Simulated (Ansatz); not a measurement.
# KOs: one candidate of a structure search

The task: take a trial cell of KOs to zero force and stress.

Program: Ansatz 0.2.0. Level of theory: DFT PBE, scalar-relativistic, plane waves, PAW. These are calculated values, not measurements.

### 1 The starting structure

The structure is hexagonal, space group P-6m2 (No. 187). Conventional cell: a = 4.060 Å, b = 4.060 Å, c = 5.772 Å, α = 90.00°, β = 90.00°, γ = 120.00°. K (site symmetry -6m2) has 6 Os at 3.72 Å and 6 K at 4.06 Å as nearest neighbours. Around Os (site symmetry -6m2) lie 6 K at 3.72 Å and 6 Os at 4.06 Å.

Structure file:

```cif
data_structure
_symmetry_space_group_name_H-M 'P 1'
_symmetry_Int_Tables_number 1
_cell_length_a 4.0603
_cell_length_b 4.0603
_cell_length_c 5.7717
_cell_angle_alpha 90.000
_cell_angle_beta 90.000
_cell_angle_gamma 120.000
_cell_volume 82.41
loop_
_atom_site_label
_atom_site_type_symbol
_atom_site_fract_x
_atom_site_fract_y
_atom_site_fract_z
_atom_site_occupancy
K1 K 0.33333 0.66667 0.50000 1
Os1 Os 0.00000 0.00000 0.00000 1
```

The cell is invented: close-packed layers stacked AB|A (P-6m2, No. 187). Its size is a rough estimate.

### 2 Probe: one point on a coarse mesh

input.yaml

```yaml
crystal:
  lattice:
    - [4.06033063, 0.0, 0.0]
    - [-2.03016531, 3.51634947, 0.0]
    - [0.0, 0.0, 5.77168719]
  atoms:
    - { symbol: K, position: [0.33333333, 0.66666667, 0.5] }
    - { symbol: Os, position: [0.0, 0.0, 0.0] }
basis:
  ecutwfc: 420
kpoints:
  mp_grid: { grid: [6, 6, 4] }
hamiltonian:
  xc: pbe
scf:
  occupations: { method: gaussian, width: 0.1 }
  lower_state_search: "off"
output:
  forces: true
  stress: true
  eigenvalues: true
```

Run with:

```sh
$ ansatz run input.yaml --threads 1 --pin off --max-ram 2048MiB --backend cpu --events-out ev --progress --plain --runs-dir out
```

The session goes on with these runs: a loose first relaxation; spin check on a coarse mesh; final relaxation.

Before running it: what results should come out? Wanted: conventional cell; volume; energy over the elements; gap on the mesh.

As calculated:

```
                              quantity                                                                       value
symmetry at the end (tolerance 0.05 Å)                                                 space group P-6m2 (No. 187)
                     conventional cell  a = 2.774 Å, b = 2.774 Å, c = 5.815 Å, α = 90.00°, β = 90.00°, γ = 120.00°
                                volume                                                               19.37 Å³/atom
              energy over the elements                                                               +1.31 eV/atom
                       gap on the mesh                                                                none (metal)
```

In words: The space group P-6m2 (No. 187) is kept, and the volume per atom shrinks by 53.0 % from the first guess. With a positive formation energy it can't be a ground state. No finished test with a distortion of lower symmetry is shown, so the end may be a saddle point. Spin-orbit coupling is left out for Os. Other magnetic orders were not searched.
